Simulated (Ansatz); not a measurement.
# Al3GaAs4: what a guessed cell relaxes into

The task: take a trial cell of Al3GaAs4 to zero force and stress.

Computed with Ansatz 0.2.0 (DFT PBE, scalar-relativistic, plane waves, PAW, unless a step's input says otherwise).

## Step 1: The structure to begin with

Symmetry: P-43m, No. 215, cubic system. The conventional cell has a = 5.439 Å, b = 5.439 Å, c = 5.439 Å, α = 90.00°, β = 90.00°, γ = 90.00°. Al (site symmetry -42m) has 4 As at 2.36 Å as nearest neighbours. Ga (site symmetry -43m) has 4 As at 2.36 Å as nearest neighbours. As (site symmetry 3m) is surrounded by 3 Al at 2.36 Å and 1 Ga at 2.36 Å.

Coordinates:

```
Al Ga As
1.0
     5.43887    0.00000    0.00000
     0.00000    5.43887    0.00000
     0.00000    0.00000    5.43887
Al Ga As
3 1 4
Direct
  0.50000 0.00000 0.00000
  0.00000 0.00000 0.50000
  0.00000 0.50000 0.00000
  0.50000 0.50000 0.50000
  0.75000 0.25000 0.75000
  0.75000 0.75000 0.25000
  0.25000 0.25000 0.25000
  0.25000 0.75000 0.75000
```

The start is an ordering of an alloy on its end members' structure types: elements ordered on the sites of the AlAs type, Al/Ga on Al (P-43m, No. 215).

## Step 2: A first look at the guess

input.yaml reads:

```yaml
crystal:
  lattice:
    - [5.43886953, 0.0, 0.0]
    - [0.0, 5.43886953, 0.0]
    - [0.0, 0.0, 5.43886953]
  atoms:
    - { symbol: Al, position: [0.5, 0.0, 0.0] }
    - { symbol: Al, position: [0.0, 0.0, 0.5] }
    - { symbol: Al, position: [0.0, 0.5, 0.0] }
    - { symbol: Ga, position: [0.5, 0.5, 0.5] }
    - { symbol: As, position: [0.75, 0.25, 0.75] }
    - { symbol: As, position: [0.75, 0.75, 0.25] }
    - { symbol: As, position: [0.25, 0.25, 0.25] }
    - { symbol: As, position: [0.25, 0.75, 0.75] }
basis:
  ecutwfc: 420
kpoints:
  mp_grid: { grid: [4, 4, 4] }
hamiltonian:
  xc: pbe
scf:
  occupations: { method: gaussian, width: 0.1 }
  lower_state_search: "off"
output:
  forces: true
  stress: true
  eigenvalues: true
```

On the command line:

```console
$ ansatz run input.yaml --threads 1 --pin off --max-ram 2560MiB --backend cpu --events-out ev --progress --plain --runs-dir out
```

The session goes on with these runs: rough relaxation on the coarse mesh; final relaxation.

Q: Predict the outcome of this session. Wanted: conventional cell; volume; energy over the elements; gap on the mesh.

**Answer**, as computed:

```
                              quantity                                                                      value
symmetry at the end (tolerance 0.02 Å)                                                space group P-43m (No. 215)
                     conventional cell  a = 5.733 Å, b = 5.733 Å, c = 5.733 Å, α = 90.00°, β = 90.00°, γ = 90.00°
                                volume                                                              23.55 Å³/atom
              energy over the elements                                                              -0.45 eV/atom
                       gap on the mesh                                                                    1.03 eV
```

The space group P-43m (No. 215) is kept, and the volume per atom grows by 17.1 % from the first guess. A negative formation energy is needed for stability but isn't enough; other structures and compounds were not set against it here. No finished test with a distortion of lower symmetry is shown, so the end may be a saddle point.
